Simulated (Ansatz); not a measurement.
**Cl3GeHS: up Jacob's ladder to CCSD(T)**

An exercise on one series of results from a longer session: the logs are not shown, and one member is left open.

Program: Ansatz 0.2.0, Gaussian basis. Level of theory: functionals in def2-TZVPP, the program's frozen cores in correlated methods. These are calculated values, not measurements.

The runs, in order: LDA (SPW92), PBE-D4, revPBE-D4, BLYP-D4, r2SCAN-D4, B97M-V, PBE0-D4, B3LYP-D4, r2SCANh-D4, r2SCAN0-D4, HSE06-D4, BHLYP-D4, CAM-B3LYP-D4, LC-ωPBE, ωB97X-V, ωB97M-V, B2PLYP, PBE-QIDH; CCSD(T)/def2-SVP; CCSD(T)/def2-TZVPP; MP2/def2-QZVPP; extrapolation to the limit; RPA on PBE.

### The relaxed structure

All runs share one geometry, relaxed beforehand with PBE0-D4 in a triple-zeta def2 set.

6 atoms, charge 0, spin multiplicity 1.

Atoms are counted from 1 here; the program's logs count them from 0.

Bond lengths: S1–Ge2 2.188 Å, S1–H6 1.346 Å, Ge2–Cl3 2.123 Å, Ge2–Cl4 2.129 Å, Ge2–Cl5 2.129 Å. Angles: Ge2–S1–H6 92.3°, S1–Ge2–Cl3 107.1°, S1–Ge2–Cl4 112.4°, S1–Ge2–Cl5 112.3°, Cl3–Ge2–Cl4 109.1°, Cl3–Ge2–Cl5 109.1°, Cl4–Ge2–Cl5 106.7°.

As a file:

```xyz
6
charge 0, multiplicity 1
S    -1.0432    0.6058    1.3674
Ge    0.3389   -0.2551   -0.0945
Cl    1.7226   -1.4523    0.9819
Cl   -0.6552   -1.4668   -1.5360
Cl    1.4030    1.2369   -1.1790
H    -1.7240    1.2676    0.4140
```

Set-up of the first run:

in.yaml

```yaml
crystal:
  periodic: [false, false, false]
  atoms:
    - {symbol: S, position_ang: [-1.043238, 0.605771, 1.367396]}
    - {symbol: Ge, position_ang: [0.338880, -0.255084, -0.094452]}
    - {symbol: Cl, position_ang: [1.722606, -1.452344, 0.981909]}
    - {symbol: Cl, position_ang: [-0.655234, -1.466785, -1.536038]}
    - {symbol: Cl, position_ang: [1.403020, 1.236867, -1.179041]}
    - {symbol: H, position_ang: [-1.724033, 1.267577, 0.414026]}
basis:
  gaussian: {orbitals: def2-TZVPP}
hamiltonian: {xc: lda}
output: {orbitals: {seedname: orbitals}}
```

Command:

```console
> ansatz run in.yaml --threads 4 --pin off --events-out ev --progress --plain --max-ram 10444MiB
```

Among the steps run: LDA; PBE-D4 (GGA); revPBE-D4 (GGA); BLYP-D4 (GGA); r2SCAN-D4 (meta-GGA); B97M-V (meta-GGA); PBE0-D4 (hybrid); B3LYP-D4 (hybrid); r2SCANh-D4 (hybrid); r2SCAN0-D4 (hybrid); HSE06-D4 (hybrid); BHLYP-D4 (hybrid); CAM-B3LYP-D4 (range-separated); LC-ωPBE (range-separated); ωB97X-V (range-separated); ωB97M-V (range-separated); B2PLYP (double hybrid); PBE-QIDH (double hybrid).

One table of the session follows, with a row left open; its other results are not shown here.

It belongs to the step «Frontier levels by functional». 

| functional | HOMO (eV) | LUMO (eV) | gap (eV) |
| --- | --- | --- | --- |
| LDA (SPW92) | -7.20 | -3.23 | 3.98 |
| PBE-D4 | -7.07 | -2.93 | 4.13 |
| revPBE-D4 | -7.01 | -2.83 | 4.19 |
| BLYP-D4 | -6.88 | -2.86 | 4.02 |
| r2SCAN-D4 | -7.40 | -2.73 | 4.66 |
| B97M-V | -7.46 | -2.60 | 4.86 |
| PBE0-D4 | -8.37 | -1.98 | 6.38 |
| B3LYP-D4 | -8.09 | -2.28 | 5.81 |
| r2SCANh-D4 | -7.87 | -2.39 | 5.48 |
| r2SCAN0-D4 | ? | ? | ? |
| HSE06-D4 | -7.96 | -2.35 | 5.61 |
| BHLYP-D4 | -9.49 | -0.94 | 8.55 |
| CAM-B3LYP-D4 | -9.70 | -0.95 | 8.75 |
| LC-ωPBE | -11.16 | 0.28 | 11.43 |
| ωB97X-V | -10.76 | 0.21 | 10.97 |
| ωB97M-V | -10.57 | 0.07 | 10.64 |

Estimate the missing values for r2SCAN0-D4.

Worked estimate for «HOMO (eV)». Against the share of exact exchange, r2SCAN-D4 (0, -7.40), r2SCANh-D4 (0.1, -7.87) give a slope of -4.70 per unit share; at 0.25 the line stands at -8.57.

As computed: HOMO (eV): -8.58; LUMO (eV): -1.87; gap (eV): 6.71. In «HOMO (eV)» the line misses by +0.01.
